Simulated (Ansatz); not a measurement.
**BGeH4 (doublet): the correlation ladder, cc-pVDZ**

The task here is to estimate one member of a computed series from the others.

Program: Ansatz 0.2.0, Gaussian basis. Level of theory: cc-pVDZ, core rule «outside noble gas», up to 15 orbitals frozen. These are calculated values, not measurements.

The runs, in order: UHF; CCSD(T) on ROHF; CCSD(T) on UHF; BCCD(T) on ROHF; CISD; CCSDT(Q) on ROHF; CCSDT(Q) on UHF; CASSCF and MRCISD+Q, 9 electrons in 9 orbitals; CASSCF and NEVPT2, 9 electrons in 9 orbitals.

10 further runs of the same task are left out: 5 that didn't finish, 5 set aside as unsound or not needed.

## The geometry

The geometry is a PBE0/def2-TZVP stationary point (not a proven minimum). No spin-orbit coupling is included. The filled d shell of Ge may be among the frozen orbitals whatever the setting's name suggests; the logs give the count.

6 atoms, charge 0, spin multiplicity 2.

Atoms are counted from 1 here; the program's logs count them from 0.

Bond lengths: Ge1–B2 1.974 Å, Ge1–H3 1.536 Å, Ge1–H4 1.536 Å, B2–H5 1.193 Å, B2–H6 1.193 Å. Angles: B2–Ge1–H3 125.2°, B2–Ge1–H4 125.2°, H3–Ge1–H4 109.7°, Ge1–B2–H5 119.1°, Ge1–B2–H6 119.1°, H5–B2–H6 121.9°.

The first run:

Input file in.yaml:

```yaml
crystal:
  periodic: [false, false, false]
  atoms:
    - {symbol: Ge, position_ang: [0.000000, 0.000000, 0.282333]}
    - {symbol: B, position_ang: [0.000000, 0.000000, -1.691224]}
    - {symbol: H, position_ang: [0.000000, 1.255258, 1.166980]}
    - {symbol: H, position_ang: [0.000000, -1.255258, 1.166980]}
    - {symbol: H, position_ang: [0.000000, 1.042369, -2.270633]}
    - {symbol: H, position_ang: [0.000000, -1.042369, -2.270633]}
basis:
  gaussian: {orbitals: cc-pVDZ}
magnetization: {spin_polarized: true, initial_magnetization: 1}
hamiltonian: {xc: hf}
output: {orbitals: {seedname: orbitals}}
```

On the command line:

```sh
$ ansatz run in.yaml --threads 1 --pin off --events-out ev --progress --plain --max-ram 2393MiB
```

Among the steps run: UHF; CCSD(T) on ROHF; CCSD(T) on UHF; BCCD(T) on ROHF; CISD; CCSDT(Q) on ROHF; CCSDT(Q) on UHF; CASSCF and MRCISD+Q, 9 electrons in 9 orbitals; CASSCF and NEVPT2, 9 electrons in 9 orbitals.

One table of the session follows, with a row left open; its other results are not shown here.

| method | from UCCSDT(Q) (kcal/mol) |
| --- | --- |
| ROHF | +136.76 |
| UHF | +135.10 |
| RMP2 | ? |
| UMP2 | +28.82 |
| CISD | +14.10 |
| RCCSD | +4.16 |
| UCCSD | +4.07 |
| RCCSD(T) | +0.85 |
| UCCSD(T) | +0.81 |
| BCCD(T) | +0.83 |
| RCCSDT | +0.18 |
| UCCSDT | +0.13 |
| RCCSDT(Q) | +0.05 |
| UCCSDT(Q) | 0 |

Estimate the missing values for RMP2.

As computed: from UCCSDT(Q) (kcal/mol): +28.57. In the column «from UCCSDT(Q) (kcal/mol)» it lies between CISD (+14.10) and UMP2 (+28.82).

Left out of the table: CASSCF frontier, NEVPT2 frontier, MRCISD frontier, MRCISD+Q frontier (the active space lost an orbital or holds another state than full CI finds).

Caveats from the session: Restricted and unrestricted rows rest on different reference determinants; where their highest levels disagree by more than a few hundredths of an eV, they describe different states and don't form one ladder. Warnings in the runs' records: passed over end.
